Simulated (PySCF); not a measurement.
**A gas-phase reaction: Cl2FHSi + H2S → Cl2H2SSi + FH**

Aim: the reaction energy of `F[SiH](Cl)Cl` + `S` → `S[SiH](Cl)Cl` + `F`.

Programs: PySCF 2.14.0. All values are calculated, for the isolated system unless a continuum is named. Atoms count from 0, parts from 1.

## Step 1: Starting point

Each species was relaxed by itself at PBE0-D3(BJ)/def2-SVPD.

## Step 2: Reaction energy: wB97M-D3(BJ)/def2-TZVPD

Job settings and geometry (Å):

```
{"job": {"kind": "react", "xc": "wB97M-D3(BJ)", "basis": "def2-TZVPD"}, "charge": 0, "multiplicity": 1}
-1 Cl2FHSi charge 0 multiplicity 1
F     -0.157460     1.375620    -1.021380
Si     0.018910     0.136170     0.004460
Cl     1.763630    -0.823060    -0.458990
Cl    -1.563060    -1.131410    -0.259990
H      0.054010     0.651280     1.383120

-1 H2S charge 0 multiplicity 1
S     -0.010730     0.615460     0.002360
H     -0.979540    -0.324670     0.000490
H      0.970190    -0.311980    -0.006080

+1 Cl2H2SSi charge 0 multiplicity 1
S      1.563440    -0.741020    -0.476210
Si    -0.340940    -0.028150     0.144310
Cl    -0.737490     1.845170    -0.629780
Cl    -1.700910    -1.384750    -0.593940
H      2.219540     0.319530     0.052050
H     -0.500580     0.067090     1.611800

+1 FH charge 0 multiplicity 1
F      0.459540    -0.022510    -0.000420
H     -0.459540     0.022510     0.000420
```

Method: wB97M-D3(BJ)/def2-TZVPD reaction energy of separated species, gas phase.

The run is started by

```console
$ OMP_NUM_THREADS=1 python cluster_run.py task.json out
```

This one command runs all jobs of the session in turn.

**Question.** The jobs that follow are: PBE0-D3(BJ)/def2-TZVPD reaction energy of separated species, gas phase; MP2/def2-TZVPD reaction energy of separated species, gas phase. Predict: reaction energy (wB97M-D3(BJ)/def2-TZVPD); ΔH, ΔG at 298 K (xTB thermal terms). Thermal terms come from harmonic xTB runs on each species.

As calculated:

| quantity | value |
| --- | --- |
| reaction energy (wB97M-D3(BJ)/def2-TZVPD) | 19.77 kcal/mol |
| ΔH, ΔG at 298 K (xTB thermal terms) | +20.7, +21.2 kcal/mol |
| range of the reaction energy over the runs of this table | 16.65 to 19.77 kcal/mol |

The reaction is endothermic by 20.7 kcal/mol in the gas phase; dispersion gives -1.12, and xTB itself gave 31.21 for the electronic energy (xTB energies and thermal terms come from the earlier relaxation of each species, not shown). No barrier was sought. xTB and this level differ widely in the electronic energy, so what comes from xTB (the thermal terms above all) is less safe here. The reaction energy runs from 16.65 (PBE0-D3(BJ)/def2-TZVPD) to 19.77 kcal/mol (wB97M-D3(BJ)/def2-TZVPD).
